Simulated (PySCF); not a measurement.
# Changing the system itself: Al³⁺

How does Al³⁺ answer to another spin, charge, distance or environment?

Method: each script names its method and basis; program: PySCF 2.14.0.

3 further runs of the same task are left out: 3 that didn't finish.

### Step 1. The atom

Al³⁺: 1 atom, charge 3, spin multiplicity 1.

### Step 2. Base script

Input file input.py:

```python
from pyscf import gto, scf, mcscf

mol = gto.M(
    atom='Al 0 0 0',
    basis='jorge-tzp-dkh',
    charge=3,
    spin=0,
    verbose=4,
)
mf = scf.RHF(mol)
mf = mf.sfx2c1e()
mf.kernel()
mc = mcscf.CASSCF(mf, 8, 2)
mc.kernel()
mc.analyze()
mf.dip_moment()
print('orbital energies (hartree):', mf.mo_energy[..., max(0, mol.nelec[1]-3):mol.nelec[0]+3].round(4))
```

Run with:

```bash
$ python input.py
```

The log of this run is left out.

Base result: E(SCF) = -240.430020 Eh, 5 cycles, E(CAS) − E(SCF) = -0.00702 Eh.

### Step 3. Charge +2 (doublet, ROHF)

Edit 1 changes charge: 3 → 2; spin (2S): 0 → 1; SCF type: RHF → ROHF; active space: 2 electrons in 8 orbitals → 1 electrons in 6 orbitals.

Input file input.py:

```python
from pyscf import gto, scf, mcscf

mol = gto.M(
    atom='Al 0 0 0',
    basis='jorge-tzp-dkh',
    charge=2,
    spin=1,
    verbose=4,
)
mf = scf.ROHF(mol)
mf = mf.sfx2c1e()
mf.kernel()
mc = mcscf.CASSCF(mf, 6, 1)
mc.kernel()
mc.analyze()
mf.dip_moment()
print('orbital energies (hartree):', mf.mo_energy[..., max(0, mol.nelec[1]-3):mol.nelec[0]+3].round(4))
```

Run with:

```bash
$ python input.py
```

### Step 4. Triplet

Edit 2 changes spin (2S): 0 → 2; active space: 2 electrons in 8 orbitals → 2 electrons in 5 orbitals.

input.py: that of step 2 with these lines changed.

```diff
@@ -6,3 +6,3 @@
     charge=3,
-    spin=0,
+    spin=2,
     verbose=4,
@@ -12,3 +12,3 @@
 mf.kernel()
-mc = mcscf.CASSCF(mf, 8, 2)
+mc = mcscf.CASSCF(mf, 5, 2)
 mc.kernel()
```

### Step 5. PCM, ε = 78.36

Edit 3 changes solvent: none (gas phase) → PCM, ε = 78.36; step after the SCF: casscf → analyze.

Input file input.py:

```python
from pyscf import gto, scf, solvent

mol = gto.M(
    atom='Al 0 0 0',
    basis='jorge-tzp-dkh',
    charge=3,
    spin=0,
    verbose=4,
)
mf = scf.RHF(mol)
mf = mf.sfx2c1e()
mf = solvent.PCM(mf)
mf.with_solvent.eps = 78.36
mf.kernel()
mf.analyze()
print('orbital energies (hartree):', mf.mo_energy[..., max(0, mol.nelec[1]-3):mol.nelec[0]+3].round(4))
```

What does the calculation give? Wanted: for each run, E(SCF); from base; gap; after the SCF.

The runs gave:

```
                      run  E(SCF) (hartree)  from base (eV)  cycles  gap (eV)                                                         after the SCF
                     base       -240.430020               0       5     93.65                                          CASSCF correlation -0.191 eV
charge +2 (doublet, ROHF)       -241.461406        -28.0654       7       n/a  CASSCF correlation 0.000 eV (this space leaves nothing to correlate)
                  triplet       -237.652631        +75.5766       7       n/a  CASSCF correlation 0.000 eV (this space leaves nothing to correlate)
           PCM, ε = 78.36       -241.494743        -28.9726       5     93.59                                                                   n/a
```

In words: Of the runs whose energies can be compared, “triplet” moves the SCF energy most (+75.577 eV). At the SCF level, adding an electron (to the doublet) releases 28.07 eV at fixed geometry. The triplet solution found lies 75.58 eV above the base singlet at this geometry and level. A continuum solvent with ε = 78.36 lowers the energy by 28.973 eV, a large gain because the system is charged.
